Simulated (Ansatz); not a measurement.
# CH8GeOSi: the cost of one run

Method: functionals in def2-TZVPP, the program's frozen cores in correlated methods; program: Ansatz 0.2.0, Gaussian basis.

Plan: LDA (SPW92), PBE-D4, revPBE-D4, BLYP-D4, r2SCAN-D4, B97M-V, PBE0-D4, B3LYP-D4, r2SCANh-D4, r2SCAN0-D4, HSE06-D4, BHLYP-D4, CAM-B3LYP-D4, LC-ωPBE, ωB97X-V, ωB97M-V, B2PLYP, PBE-QIDH; CCSD(T)/def2-SVP; CCSD(T)/def2-TZVPP; MP2/def2-QZVPP; extrapolation to the limit; RPA on PBE.

## (1) The geometry

An earlier PBE0-D4 in a triple-zeta def2 set relaxation fixed the geometry.

SMILES `C[SiH2][GeH2][OH]`, 12 atoms, charge 0, spin multiplicity 1.

Atoms are counted from 1 here; the program's logs count them from 0.

Bond lengths: C1–Si2 1.873 Å, C1–H5 1.092 Å, C1–H6 1.092 Å, C1–H7 1.092 Å, Si2–Ge3 2.389 Å, Si2–H8 1.491 Å, Si2–H9 1.490 Å, Ge3–O4 1.797 Å, Ge3–H10 1.538 Å, Ge3–H11 1.547 Å, O4–H12 0.960 Å. Angles: Si2–C1–H5 110.7°, Si2–C1–H6 111.0°, Si2–C1–H7 110.3°, H5–C1–H6 108.3°, H5–C1–H7 108.0°, H6–C1–H7 108.4°, C1–Si2–Ge3 110.5°, C1–Si2–H8 110.5°, C1–Si2–H9 111.1°, Ge3–Si2–H8 107.7°, Ge3–Si2–H9 109.3°, H8–Si2–H9 107.6°, Si2–Ge3–O4 108.9°, Si2–Ge3–H10 113.3°, Si2–Ge3–H11 113.0°, O4–Ge3–H10 103.1°, O4–Ge3–H11 108.9°, H10–Ge3–H11 109.2° and more.

Geometry (Å):

```tsv
atom	x (Å)	y (Å)	z (Å)
C1	-0.91998	1.65113	0.13573
Si2	-0.19247	0.17702	1.03432
Ge3	1.19008	-1.10023	-0.43714
O4	0.20712	-1.63222	-1.84386
H5	-0.13112	2.33256	-0.18984
H6	-1.60506	2.20375	0.78235
H7	-1.46940	1.32282	-0.74917
H8	-1.27647	-0.71912	1.53014
H9	0.61046	0.60932	2.21327
H10	2.31185	-0.27338	-1.08878
H11	1.80658	-2.34590	0.24197
H12	-0.45460	-2.28095	-1.59491
```

## (2) LDA

This LDA is Slater exchange with PW92 correlation.

The input, in.yaml:

```yaml
crystal:
  periodic: [false, false, false]
  atoms:
    - {symbol: C, position_ang: [-0.919979, 1.651128, 0.135729]}
    - {symbol: Si, position_ang: [-0.192470, 0.177020, 1.034324]}
    - {symbol: Ge, position_ang: [1.190082, -1.100234, -0.437137]}
    - {symbol: O, position_ang: [0.207123, -1.632222, -1.843859]}
    - {symbol: H, position_ang: [-0.131118, 2.332564, -0.189835]}
    - {symbol: H, position_ang: [-1.605058, 2.203745, 0.782352]}
    - {symbol: H, position_ang: [-1.469402, 1.322824, -0.749166]}
    - {symbol: H, position_ang: [-1.276470, -0.719117, 1.530140]}
    - {symbol: H, position_ang: [0.610457, 0.609324, 2.213270]}
    - {symbol: H, position_ang: [2.311855, -0.273383, -1.088776]}
    - {symbol: H, position_ang: [1.806577, -2.345901, 0.241970]}
    - {symbol: H, position_ang: [-0.454598, -2.280949, -1.594912]}
basis:
  gaussian: {orbitals: def2-TZVPP}
hamiltonian: {xc: lda}
output: {orbitals: {seedname: orbitals}}
```

Command:

```bash
$ ansatz run in.yaml --threads 4 --pin off --events-out ev --progress --plain --max-ram 10444MiB
```

Q: Estimate wall time and peak memory on 4 threads of Intel Xeon at 2.50GHz, shared host.

About 5.6 s, with a peak of 0.36 GiB.
